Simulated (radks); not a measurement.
# Ru¹³⁺ in [Ar] 3d10 4s2 4p1: an all-electron calculation

One table from this session's results is given with a row withheld; the runs are named, their logs left out.

Method: scalar-relativistic Kohn-Sham, PBE, spin-polarised, spherical densities, finite nucleus; open shells are filled with parallel spins first. Code: radks (a radial shooting solver on a logarithmic mesh, Libxc functionals) version 1.

### What is computed

```
element            : ruthenium (Z = 44)
charge             : +13
electrons          : 31
configuration      : [Ar] 3d10 4s2 4p1
nuclear rms radius : 4.4809 fm
```

The outer shells:

Ru¹³⁺
```
[Ar] core
3d [↑↓][↑↓][↑↓][↑↓][↑↓]
4s [↑↓]
4p [↑ ][  ][  ]
```

The first run:

The run's settings:

```text
Z 44
configuration [Ar] 3d10 4s2 4p1
relativity scalar-relativistic
functional pbe,pbe
spin polarised
nucleus finite rms 4.4809 fm
c 137.035999084
```

One table of the session follows, with a row left open; its other results are not shown here.

It belongs to the step «Radial structure». Sizes of the orbitals, from the radial functions (bohr):

| level | <r> | outermost maximum (interpolated) | 90 % within | nodes |
| --- | --- | --- | --- | --- |
| 1s up | 0.03344 | 0.0217 | 0.0599 | 0 |
| 1s down | 0.03344 | 0.0217 | 0.0599 | 0 |
| 2s up | 0.1456 | 0.123 | 0.225 | 1 |
| 2s down | 0.1456 | 0.123 | 0.225 | 1 |
| 2p up | 0.1269 | 0.0982 | 0.207 | 0 |
| 2p down | 0.1269 | 0.0982 | 0.207 | 0 |
| 3s up | 0.3999 | 0.360 | 0.589 | 2 |
| 3s down | 0.3998 | 0.360 | 0.589 | 2 |
| 3p up | 0.3993 | 0.353 | 0.601 | 1 |
| 3p down | 0.3991 | 0.353 | 0.600 | 1 |
| 3d up | 0.3776 | 0.299 | 0.598 | 0 |
| 3d down | 0.3772 | 0.299 | 0.597 | 0 |
| 4s up | 0.9042 | 0.859 | 1.28 | 3 |
| 4s down | 0.9040 | 0.857 | 1.29 | 3 |
| 4p up | ? | ? | ? | ? |
| 4p down | 0.9475 | 0.895 | 1.36 | 2 |

Q: Estimate the row for 4p up from the others.

As computed: <r>: 0.9470; outermost maximum (interpolated): 0.897; 90 % within: 1.36; nodes: 2. In the column «<r>» it lies between 4s up (0.9042) and 4p down (0.9475).

Limits of these values: Open shells are spherical and high-spin; term and fine-structure splittings are not resolved.
